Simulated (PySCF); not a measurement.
# C5H6O3: the cost of one run

Computed with PySCF 2.14.0 and routines of our own; the level stands in each step. Atoms count from 0.

## 1. The starting structure

14 atoms, charge 0, multiplicity 1; geometry from: GFN2-xTB.

## 2. Magnetic properties: GIAO B3LYP/pcSseg-1

Job settings and geometry (Å):

```
{"job": {"kind": "mag", "xc": "B3LYP", "basis": "pcSseg-1", "isotopologues": 2}, "charge": 0, "multiplicity": 1}
C     -2.688685    -0.465743    -0.542608
C     -1.746340     0.250639     0.038268
C     -0.420633    -0.303354     0.460919
C      0.725121     0.482098    -0.125417
O      0.689610     1.566372    -0.604958
O      1.885747    -0.278096     0.003732
C      3.090470     0.127454    -0.455646
O      3.358405     1.123609    -1.034979
H     -3.628708    -0.033648    -0.837427
H     -2.561963    -1.517098    -0.745210
H     -1.882397     1.305443     0.228592
H     -0.315074    -1.352696     0.181415
H     -0.316557    -0.236958     1.549477
H      3.810325    -0.668495    -0.193084
```

Level: GIAO B3LYP/pcSseg-1 magnetisability, rotational g tensor and spin-rotation constants, non-relativistic, gas phase.

Started as:

```console
$ OMP_NUM_THREADS=1 python excited_run.py task.json out
```

One launch serves the whole session: the jobs run in the order shown.

**Question.** How long does this first job take on 1 thread of Arm Neoverse V2, shared host, and how much memory does it need?

About 17 s, with a peak of 0.74 GiB.
